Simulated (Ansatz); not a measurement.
# C2H5NSSi: the cost of one run

Program: the Python package of Ansatz 0.2.0. The levels of theory stand in the script. These are calculated values, not measurements.

**1. The system**

Bond lengths: C1–Si2 1.842 Å, Si2–S3 2.137 Å, Si2–C4 1.872 Å, C4–N5 1.173 Å, C1–H6 1.024 Å, C1–H7 1.125 Å, C1–H8 1.103 Å, Si2–H9 1.534 Å, S3–H10 1.364 Å. Angles: C1–Si2–S3 106.2°, C1–Si2–C4 116.7°, C1–Si2–H9 109.2°, S3–Si2–C4 107.2°, S3–Si2–H9 107.4°, C4–Si2–H9 109.7°, Si2–C1–H6 114.4°, Si2–C1–H7 107.8°, Si2–C1–H8 108.9°, H6–C1–H7 107.8°, H6–C1–H8 111.8°, H7–C1–H8 105.7°, Si2–S3–H10 96.6°, Si2–C4–N5 173.9°.

c2h5nssi.xyz, read by the script:

```xyz
10

C    -1.02040   -1.12700    0.18760
Si    0.26580    0.18650    0.30090
S     2.02030   -0.61610   -0.61750
C    -0.11150    1.80950   -0.55280
N    -0.46700    2.78990   -1.08900
H    -0.77810   -1.99930    0.66710
H    -1.96270   -0.72810    0.65580
H    -1.26410   -1.29700   -0.87460
H     0.59730    0.44190    1.77620
H     2.80330    0.48860   -0.45090
```

**2. Script**

methods.py reads:

```python
from pathlib import Path

import ansatz
import numpy as np


def main() -> None:
    geometry = ansatz.Crystal.molecule_from_extxyz("c2h5nssi.xyz")

    job = geometry.calculation().basis(gaussian="def2-SVP")

    print("functional    E (Ha)        dipole (D)   HOMO (eV)  LUMO (eV)")
    for name in ["b3lyp", "revpbe", "cam_b3lyp", "pbe0", "r2scan0"]:
        report = job.functional(name).forces().orbitals().run(runs_dir="runs").report
        lines = Path(report["orbitals_path"]).read_text().splitlines()
        field_of = lambda key: [line.split("=")[1].strip() for line in lines if line.startswith(key)]
        orbitals = [(27.211386 * float(e), s, float(n)) for e, s, n in zip(field_of("Ene="), field_of("Spin="), field_of("Occup="))]
        homo = max(e for e, _, n in orbitals if n > 0.5)
        lumo = min(e for e, _, n in orbitals if n < 0.5)
        dipole = 4.803205 * np.linalg.norm(report["charge_distribution"]["dipole_moment_e_ang"])
        print(f"{name:10s} {report['free_energy_ev'] / 27.211386246:14.6f} {dipole:9.3f} {homo:11.3f} {lumo:10.3f}")


if __name__ == "__main__":
    main()
```

**3. The input behind the calls**

The engine receives this input (first run):

```yaml
crystal:
  periodic: [false, false, false]
  atoms:
    - { symbol: C, position_ang: [-1.0204, -1.127, 0.1876] }
    - { symbol: Si, position_ang: [0.2658, 0.1865, 0.3009] }
    - { symbol: S, position_ang: [2.0203, -0.6161, -0.6175] }
    - { symbol: C, position_ang: [-0.1115, 1.8095, -0.5528] }
    - { symbol: "N", position_ang: [-0.467, 2.7899, -1.089] }
    - { symbol: H, position_ang: [-0.7781, -1.9993, 0.6671] }
    - { symbol: H, position_ang: [-1.9627, -0.7281, 0.6558] }
    - { symbol: H, position_ang: [-1.2641, -1.297, -0.8746] }
    - { symbol: H, position_ang: [0.5973, 0.4419, 1.7762] }
    - { symbol: H, position_ang: [2.8033, 0.4886, -0.4509] }
basis:
  gaussian:
    orbitals: def2-SVP
hamiltonian:
  xc: b3lyp
output:
  orbitals: {}
  forces: true
```

**4. Running it**

The run is started by

```sh
> python methods.py
```

Q: Estimate wall time and peak memory on 1 thread of Arm Neoverse V1, shared host.

About 26 s, with a peak of 0.31 GiB.
